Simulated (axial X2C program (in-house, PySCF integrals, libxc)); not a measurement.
**NPmO⁻: Ω levels from open-shell CI on f(δφ)3 f(π)0**

Which Ω levels does NPmO⁻ have in the configuration f(δφ)3 f(π)0, and how far apart?

The runs use an in-house X2C program for linear molecules on PySCF integrals; two-component X2C, average-of-configuration Hartree–Fock and CI in the open shells.

All values are calculated.

**1. Input**

Input file task.json:

```json
{
 "zs": [
  7,
  61,
  8
 ],
 "q": -1,
 "bas": [
  "dyall-v3z",
  "dyall-v3z",
  "dyall-v3z"
 ],
 "r0": 1.72,
 "metal": 1,
 "shells": [
  [
   3,
   [
    2,
    3
   ],
   3
  ],
  [
   3,
   [
    1
   ],
   0
  ]
 ],
 "fix": 0,
 "emax": 3.5,
 "nroots": 6,
 "r2": 1.72
}
```

Keys: zs atomic numbers; q charge; bas basis sets; r0 starting distance in Å; metal index of the metal atom; shells open shells as [l, |m| values, electrons]; fix electron count of the first shell held; emax energy window in eV; nroots roots for each Ω; r2 second bond in Å, held.

Started as:

```console
python soci.py task.json out
```

Two-component X2C with atomic mean-field Coulomb and Gaunt terms, basis N dyall-v3z, Pm dyall-v3z, O dyall-v3z (cores contracted in-house). Orbitals come from Hartree–Fock averaged over the configuration Pm f(δφ)3 f(π)0; CI then distributes these electrons over the f(δφ), f(π) shells of Pm.

**2. CI at N–Pm–O held linear, bonds 1.749 and 1.720 Å (the second held)**

Output:

```text
average of configuration f(δφ)3 f(π)0
basis functions 262  fitting functions 1381
iter      average energy  largest gradient
   1     -10137.698855228   1.74e+01
   2     -10138.462883025   1.63e+01
   3     -10139.246358694   1.41e+01
   4     -10140.509800469   9.92e+00
   5     -10141.473183657   4.46e+00
   6     -10141.634883804   3.36e-01
   7     -10141.674911299   5.86e-01
   8     -10141.692562516   9.40e-02
   9     -10141.694506568   1.73e-01
  10     -10141.695982771   3.32e-02
  11     -10141.696170705   2.25e-02
  12     -10141.696266033   3.72e-03
  13     -10141.696286166   5.80e-03
  14     -10141.696291516   7.64e-04
  15     -10141.696292756   9.06e-04
  16     -10141.696293094   1.24e-03
  17     -10141.696293217   3.89e-04
  18     -10141.696293287   1.12e-04
  19     -10141.696293324   2.94e-04
  20     -10141.696293338   1.57e-04
  21     -10141.696293344   5.88e-05
  22     -10141.696293347   5.60e-05
  23     -10141.696293348   1.53e-05
converged
CI levels
2*Omega        energy/Eh    cm-1   g(par)  dipole/D  leading shell counts
    5    -10141.79002244        0   4.199   -4.671  {'3 0': 1.0}
    3    -10141.78859879      312   0.338   -4.671  {'3 0': 1.0}
    7    -10141.78428480     1259   8.055   -4.671  {'3 0': 1.0}
    9    -10141.77429376     3452  11.839   -4.673  {'3 0': 1.0}
    1    -10141.75447241     7802   1.755   -4.641  {'3 0': 1.0}
    3    -10141.75195582     8355   2.062   -4.644  {'3 0': 1.0}
    5    -10141.74732662     9371   5.882   -4.643  {'3 0': 1.0}
   15    -10141.74476978     9932  15.731   -4.665  {'3 0': 1.0}
    7    -10141.74375209    10155   9.774   -4.643  {'3 0': 1.0}
   13    -10141.74319148    10278  12.153   -4.673  {'3 0': 1.0}
    5    -10141.72670646    13896   4.867   -4.677  {'3 0': 1.0}
    5    -10141.72042784    15274   5.024   -4.675  {'3 0': 1.0}
    3    -10141.71049547    17454   2.406   -4.681  {'3 0': 1.0}
    7    -10141.70910809    17759   7.921   -4.669  {'3 0': 1.0}
    3    -10141.70866282    17856   2.960   -4.655  {'3 0': 1.0}
   15    -10141.70704195    18212  14.580   -4.648  {'3 0': 1.0}
   17    -10141.70410484    18857  18.002   -4.640  {'3 0': 1.0}
    7    -10141.69180132    21557   7.892   -4.655  {'3 0': 1.0}
    3    -10141.68560514    22917   2.886   -4.659  {'3 0': 1.0}
    5    -10141.68379344    23315   5.461   -4.646  {'3 0': 1.0}
    1    -10141.68265808    23564   0.056   -4.672  {'3 0': 1.0}
    5    -10141.67307313    25667   4.836   -4.652  {'3 0': 1.0}
    9    -10141.66930909    26494   9.860   -4.640  {'3 0': 1.0}
```

Dipoles in the output refer to the first atom as origin, so for this ion they depend on that choice.

Wall time 5.3 s (1 thread of Arm Neoverse N1, shared host); peak memory 0.49 GiB.

Active spinors (ω > 0; filled shells left out):

| shell | ω | ε (eV) | character |
| --- | --- | --- | --- |
| f(δφ) | 3/2 | 9.25 | 99% Pm f |
| f(δφ) | 5/2 | 9.46 | 100% Pm f |
| f(δφ) | 5/2 | 10.31 | 100% Pm f |
| f(δφ) | 7/2 | 10.50 | 100% Pm f |
| f(π) | 1/2 | 10.12 | 75% Pm f, 12% Pm d, 7% Pm p |
| f(π) | 3/2 | 10.12 | 76% Pm f, 12% Pm d, 7% Pm p |

The levels:

| Ω | energy (cm⁻¹) | g∥ | configuration |
| --- | --- | --- | --- |
| 5/2 | 0 | 4.20 | 100% f(δφ)3 |
| 3/2 | 312 | 0.34 | 100% f(δφ)3 |
| 7/2 | 1259 | 8.06 | 100% f(δφ)3 |
| 9/2 | 3452 | 11.84 | 100% f(δφ)3 |
| 1/2 | 7802 | 1.76 | 100% f(δφ)3 |
| 3/2 | 8355 | 2.06 | 100% f(δφ)3 |
| 5/2 | 9371 | 5.88 | 100% f(δφ)3 |
| 15/2 | 9932 | 15.73 | 100% f(δφ)3 |
| 7/2 | 10155 | 9.77 | 100% f(δφ)3 |
| 13/2 | 10278 | 12.15 | 100% f(δφ)3 |
| 5/2 | 13896 | 4.87 | 100% f(δφ)3 |
| 5/2 | 15274 | 5.02 | 100% f(δφ)3 |
| 3/2 | 17454 | 2.41 | 100% f(δφ)3 |
| 7/2 | 17759 | 7.92 | 100% f(δφ)3 |
| 3/2 | 17856 | 2.96 | 100% f(δφ)3 |
| 15/2 | 18212 | 14.58 | 100% f(δφ)3 |
| 17/2 | 18857 | 18.00 | 100% f(δφ)3 |
| 7/2 | 21557 | 7.89 | 100% f(δφ)3 |
| 3/2 | 22917 | 2.89 | 100% f(δφ)3 |
| 5/2 | 23315 | 5.46 | 100% f(δφ)3 |

g∥ is the magnitude of 2⟨Lz + ge Sz⟩ for the +Ω component.

**3. The same at N–Pm–O held linear, bonds 2.064 and 1.720 Å (the second held)**

| Ω | energy (cm⁻¹) | g∥ | configuration |
| --- | --- | --- | --- |
| 5/2 | 0 | 4.30 | 100% f(δφ)3 |
| 3/2 | 766 | 0.55 | 100% f(δφ)3 |
| 7/2 | 1384 | 8.09 | 100% f(δφ)3 |
| 9/2 | 4084 | 11.75 | 100% f(δφ)3 |
| 1/2 | 7494 | 1.64 | 100% f(δφ)3 |
| 3/2 | 8317 | 2.05 | 100% f(δφ)3 |
| 15/2 | 8992 | 15.73 | 100% f(δφ)3 |
| 5/2 | 9354 | 5.82 | 100% f(δφ)3 |
| 7/2 | 10151 | 9.66 | 100% f(δφ)3 |
| 13/2 | 10691 | 12.23 | 100% f(δφ)3 |

**4. Curves along the N–Pm bond, the other held**

The same input was run at the other distances (logs left out). Energies in cm⁻¹ from the lowest point; levels are followed by energy order within each Ω.

| R (Å) | (1)Ω=5/2 | (1)Ω=3/2 | (1)Ω=7/2 | (1)Ω=9/2 | (1)Ω=1/2 | (2)Ω=3/2 | (2)Ω=5/2 |
| --- | --- | --- | --- | --- | --- | --- | --- |
| 1.627 | 2648 | 2772 | 3884 | 5899 | 10579 | 11087 | 12089 |
| 1.688 | 588 | 804 | 1836 | 3937 | 8447 | 8977 | 9987 |
| 1.749 | 0 | 312 | 1259 | 3452 | 7802 | 8355 | 9371 |
| 1.819 | 663 | 1086 | 1938 | 4239 | 8411 | 8995 | 10015 |
| 1.889 | 2365 | 2885 | 3657 | 6057 | 10055 | 10678 | 11700 |
| 1.968 | 5131 | 5759 | 6451 | 8971 | 12749 | 13436 | 14461 |
| 2.064 | 9176 | 9942 | 10561 | 13261 | 16670 | 17494 | 18530 |

Constants where the minimum is well bracketed:

| level of the curve | Te (cm⁻¹) | Re (Å) | ωe (cm⁻¹) |
| --- | --- | --- | --- |
| (1)Ω=5/2 | 0 | 1.748 | 878.6 |
| (1)Ω=3/2 | 308 | 1.743 | 888.3 |
| (1)Ω=7/2 | 1259 | 1.748 | 880.5 |
| (1)Ω=9/2 | 3447 | 1.742 | 890.8 |
| (1)Ω=1/2 | 7803 | 1.751 | 875.0 |
| (2)Ω=3/2 | 8356 | 1.750 | 879.6 |
| (2)Ω=5/2 | 9372 | 1.749 | 879.1 |

**5. Results**

| quantity | value |
| --- | --- |
| lowest level of the model | Ω = 5/2, g∥ = 4.20, 100% f(δφ)3 |
| next level | Ω = 3/2, 312 cm⁻¹ higher |
| lowest curve, Re and ωe | 1.748 Å, 878.6 cm⁻¹ |

In the lowest level ⟨Sz⟩ = -0.40 and ⟨Lz⟩ = 2.90; its leading determinant has weight 0.38 among 21. From 1.749 to 2.064 Å the gap from the lowest to the fifth level goes from 7802 to 7494 cm⁻¹. Without dynamic correlation distances can be off by several hundredths of an Å, and the wavenumbers are rough. There is no dynamic correlation: spin–orbit spacings and, for f shells, spacings inside one term are the most reliable numbers, splittings between terms come out too wide, and energies between configurations are not reliable, so the lowest level need not be the ground state of the molecule. At most 6 roots were kept for each Ω > 0 (twice that for Ω = 0) within 3.5 eV of the lowest, so higher up levels can be missing between those listed; levels with Ω > 0 are doubly degenerate and listed once, Ω = 0 levels singly. States that fill the shells left empty in the average are placed too high. For an anion, levels above electron detachment are held by the basis set. The molecule was held linear; bending was not examined.
